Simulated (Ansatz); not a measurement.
# C2H8OSi2: a ladder of functionals and wavefunction methods

How much do the methods differ for C2H8OSi2? The plan is to run it at one geometry with functionals of several rungs and with coupled cluster, and see how far each lands from CCSD(T) at the basis-set limit for the atomisation energy.

Computed with Ansatz 0.2.0, Gaussian basis. Level: functionals in def2-TZVPP, the program's frozen cores in correlated methods.

Levels to be run: PBE-D4, r2SCAN-D4, PBE0-D4, B3LYP-D4, ωB97X-V, ωB97M-V, B2PLYP; CCSD(T)/def2-TZVPP; MP2/def2-QZVPP; extrapolation to the limit.

### 1 The relaxed structure

An earlier PBE0-D4 in a triple-zeta def2 set relaxation fixed the geometry.

SMILES `C=C([SiH3])[SiH2]O`, 13 atoms, charge 0, spin multiplicity 1.

Atoms are counted from 1 here; the program's logs count them from 0.

Bond lengths: C1–C2 1.337 Å, C1–H6 1.089 Å, C1–H7 1.089 Å, C2–Si3 1.865 Å, C2–Si4 1.863 Å, Si3–H8 1.488 Å, Si3–H9 1.488 Å, Si3–H10 1.488 Å, Si4–O5 1.649 Å, Si4–H11 1.483 Å, Si4–H12 1.491 Å, O5–H13 0.958 Å. Angles: C2–C1–H6 122.0°, C2–C1–H7 122.5°, H6–C1–H7 115.6°, C1–C2–Si3 119.4°, C1–C2–Si4 119.2°, Si3–C2–Si4 121.4°, C2–Si3–H8 110.6°, C2–Si3–H9 109.3°, C2–Si3–H10 110.7°, H8–Si3–H9 109.3°, H8–Si3–H10 107.4°, H9–Si3–H10 109.4°, C2–Si4–O5 112.0°, C2–Si4–H11 110.2°, C2–Si4–H12 108.5°, O5–Si4–H11 106.0°, O5–Si4–H12 110.9°, H11–Si4–H12 109.2° and more.

### 2 PBE-D4 (GGA)

File in.yaml:

```yaml
crystal:
  periodic: [false, false, false]
  atoms:
    - {symbol: C, position_ang: [-0.175430, 1.565865, 0.265951]}
    - {symbol: C, position_ang: [-0.001866, 0.239746, 0.260943]}
    - {symbol: Si, position_ang: [0.778651, -0.588181, 1.738926]}
    - {symbol: Si, position_ang: [-0.547608, -0.741973, -1.225147]}
    - {symbol: O, position_ang: [-1.018878, 0.231834, -2.469455]}
    - {symbol: H, position_ang: [-0.628012, 2.091131, -0.573690]}
    - {symbol: H, position_ang: [0.117945, 2.190375, 1.108368]}
    - {symbol: H, position_ang: [2.071009, -1.223217, 1.362957]}
    - {symbol: H, position_ang: [1.019120, 0.425231, 2.800995]}
    - {symbol: H, position_ang: [-0.107281, -1.660118, 2.269244]}
    - {symbol: H, position_ang: [-1.728853, -1.571440, -0.884582]}
    - {symbol: H, position_ang: [0.572717, -1.632866, -1.642398]}
    - {symbol: H, position_ang: [-0.331115, 0.638714, -2.997310]}
basis:
  gaussian: {orbitals: def2-TZVPP}
hamiltonian: {xc: pbe, dispersion: d4}
output: {forces: true, orbitals: {seedname: orbitals}}
```

Started as:

```
$ ansatz run in.yaml --threads 4 --pin off --events-out ev --progress --plain --max-ram 10444MiB
```

After this run come: r2SCAN-D4 (meta-GGA); PBE0-D4 (hybrid); B3LYP-D4 (hybrid); ωB97X-V (range-separated); ωB97M-V (range-separated); B2PLYP (double hybrid); CCSD(T) in def2-TZVPP; MP2 in def2-QZVPP.

**Question.** What will the summary of the whole plan be? Wanted: atomisation energy, CCSD(T)/CBS; farthest; mean size of error, hybrid; mean size of error, range-separated; gap, smallest and largest; T1 diagnostic; triples share of the correlation energy.

**Answer**, as computed:

| quantity | value |
| --- | --- |
| atomisation energy, CCSD(T)/CBS | 4712.1 kJ/mol |
| functionals within 23.6 kJ/mol (0.5 %) | PBE-D4, r2SCAN-D4, B3LYP-D4, ωB97X-V, ωB97M-V |
| farthest | B2PLYP (-64.2 kJ/mol) |
| mean size of error, hybrid | 25.8 kJ/mol |
| mean size of error, range-separated | 2.9 kJ/mol |
| gap, smallest and largest | 4.98 eV (PBE-D4), 11.73 eV (ωB97X-V) |
| T1 diagnostic | 0.0120 |
| triples share of the correlation energy | 3.8 % |

What this shows: PBE-D4 misses by +16.0 kJ/mol. Double hybrids carry the basis error of their MP2 part in triple zeta, and no dispersion term here, so their miss is partly the set-up's. The reference freezes the cores and leaves out relativity and excitations past (T), so misses under about 23.6 kJ/mol can't be ranked. Hartree-Fock recovers 75 % of the binding; the rest is correlation. Orbital gaps span 5.0 to 11.7 eV; exact exchange widens them.
